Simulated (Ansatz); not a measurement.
# Al2Pt: the cost of one run

Method: DFT PBEsol with spin–orbit coupling, plane waves, PAW, in Ansatz 0.2.0.

3 further runs of the same task are left out: 3 set aside as unsound or not needed. Runs told in other sessions of the task aren't counted.

## (1) Starting point

Symmetry: Fm-3m, No. 225, cubic system. Conventional cell: a = 5.910 Å, b = 5.910 Å, c = 5.910 Å, α = 90.00°, β = 90.00°, γ = 90.00°. Around Al (site symmetry -43m) lie 4 Pt at 2.56 Å. Around Pt (site symmetry m-3m) lie 8 Al at 2.56 Å.

Coordinates:

```cif
data_structure
_symmetry_space_group_name_H-M 'Fm-3m'
_symmetry_Int_Tables_number 225
_cell_length_a 5.9100
_cell_length_b 5.9100
_cell_length_c 5.9100
_cell_angle_alpha 90.000
_cell_angle_beta 90.000
_cell_angle_gamma 90.000
_cell_volume 206.43
loop_
_atom_site_label
_atom_site_type_symbol
_atom_site_symmetry_multiplicity
_atom_site_Wyckoff_symbol
_atom_site_fract_x
_atom_site_fract_y
_atom_site_fract_z
_atom_site_occupancy
Al1 Al 8 c 0.25000 0.75000 0.75000 1
Pt1 Pt 4 a 0.00000 0.00000 0.00000 1
```

The cell is the deposited one, not relaxed. At PBEsol, without spin–orbit coupling, an earlier run found -0.93 GPa for this cell of 17.202 Å³/atom (10×10×10 mesh), metallic.

## (2) Spin-orbit coupling: topological invariants

Input file input.yaml:

```yaml
crystal:
  lattice:
    - [0.0, 2.9550006156, 2.9550006156]
    - [2.9550006156, 0.0, 2.9550006156]
    - [2.9550006156, 2.9550006156, 0.0]
  atoms:
    - { symbol: Al, position: [0.25, 0.25, 0.25] }
    - { symbol: Al, position: [0.75, 0.75, 0.75] }
    - { symbol: Pt, position: [0.0, 0.0, 0.0] }
basis:
  ecutwfc: 420
  ecutrho_ratio: 4
kpoints:
  mp_grid: { grid: [6, 6, 6] }
hamiltonian:
  xc: pbesol
scf:
  occupations: { method: gaussian, width: 0.05 }
output:
  forces: true
  stress: true
  eigenvalues: true
  populations: true
  topological_invariants: true
magnetization:
  noncollinear: true
  spin_orbit: true
```

Launch:

```bash
> ansatz run input.yaml --threads 4 --pin off --max-ram 9216MiB --backend cpu --events-out ev --progress --plain --runs-dir out
```

**Question.** How long does this run take on 4 threads of Arm Neoverse V1, shared host, and how much memory does it need?

About 38 s, with a peak of 0.75 GiB.
